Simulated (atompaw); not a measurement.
# Pseudopotential generation for cadmium: PAW (atompaw), PBE

Task: generate the file, and judge it by its logarithmic derivatives, its ghosts and its cutoff.

Program: atompaw 4.2.0.5. Reference atom: PBE, scalar-relativistic, spherical and spin-unpolarised. All values are calculated.

### 1 Starting point

The settings as typed:

```json
{
 "element": "cadmium (Cd, Z = 48)",
 "type": "PAW",
 "frozen core": "[Kr]",
 "valence charge": "12",
 "reference configuration": "4d10 5s1 5p0 (charge +1)",
 "partial waves": "5s (bound): rc 2.25 bohr; 5s channel at 0.65 Ry: rc 2.25 bohr; 5p (bound, empty): rc 2.80 bohr; 5p channel at -0.15 Ry: rc 2.80 bohr; 4d (bound): rc 2.80 bohr; 4d channel at 2.9 Ry: rc 2.80 bohr",
 "local potential": "troulliermartins scheme with l = 3 at 0 Ry, radius 1.95 bohr",
 "core correction": "smooth core density matched at 2.70 bohr",
 "augmentation charge": "sinc compensation charge, radius 2.45 bohr; PAW radius 2.80 bohr; waves and projectors: custom rrkj gramschmidtortho"
}
```

The nodes and maxima of the atom's own shells, from an earlier all-electron run, set the scale for the radii.

All-electron outer shells of the reference configuration (PBE, scalar-relativistic, ld1.x):

```tsv
shell	level (eV)	outermost node (bohr)	outermost maximum (bohr)
4s	-114.75	0.43	0.79
4p	-75.82	0.43	0.84
4d	-20.51	0.42	0.98
5s	-13.06	1.06	2.23
5p	-7.37	1.19	2.83
```

### 2 Generation

Cd.input reads:

```
Cd 48
GGA-PBE scalarrelativistic loggrid 1500 logderivrange -4 5 226
5 5 4 0 0 0
5 0 1
5 1 0
0 0 0
c
c
c
c
v
c
c
c
v
c
v
2
2.80 2.45 1.95 2.70
y
0.65
n
y
-0.15
n
y
2.9
n
custom rrkj gramschmidtortho sinc
3 0 troulliermartins
2.25
2.25
2.80
2.80
2.80
2.80
PWSCFOUT
UPFDX 0.0125d0 UPFXMIN -7.d0 UPFZMESH 48.d0
END
```

On the command line:

```sh
atompaw < Cd.input > Cd.log
```

Q: Predict the outcome of this session. Wanted: cutoffs for 10 and 1 mRy, occupied levels; bound ghosts; largest phase difference near zero energy, channels read; lowest eigenvalue of the overlap; share of valence orbitals outside the PAW sphere; UPF file.

**Answer**, as computed:

| quantity | value |
| --- | --- |
| cutoffs for 10 and 1 mRy, occupied levels | 12 Ry and 21 Ry |
| bound ghosts | s at -123.33 eV, p at -41.00 eV |
| largest phase difference near zero energy, channels read | 0.008 rad |
| lowest eigenvalue of the overlap (Bessel basis) | 0.293 (p) |
| share of valence orbitals outside the PAW sphere | 5s 38 %, 5p 66 %, 4d 2 % |
| UPF file | written |

What this shows: It has a bound ghost (s, p), a state that the atom doesn't have, and that rules the file out. By its cutoff, 12 Ry for the looser tolerance, it is soft on the atom at that tolerance. Near zero energy the phases of the channels with partial waves agree within 0.008 rad. The pseudo curves have a pole with no partner nearby in the atom's: p at -3.02 Ry. All of this concerns the isolated atom, not yet a solid.
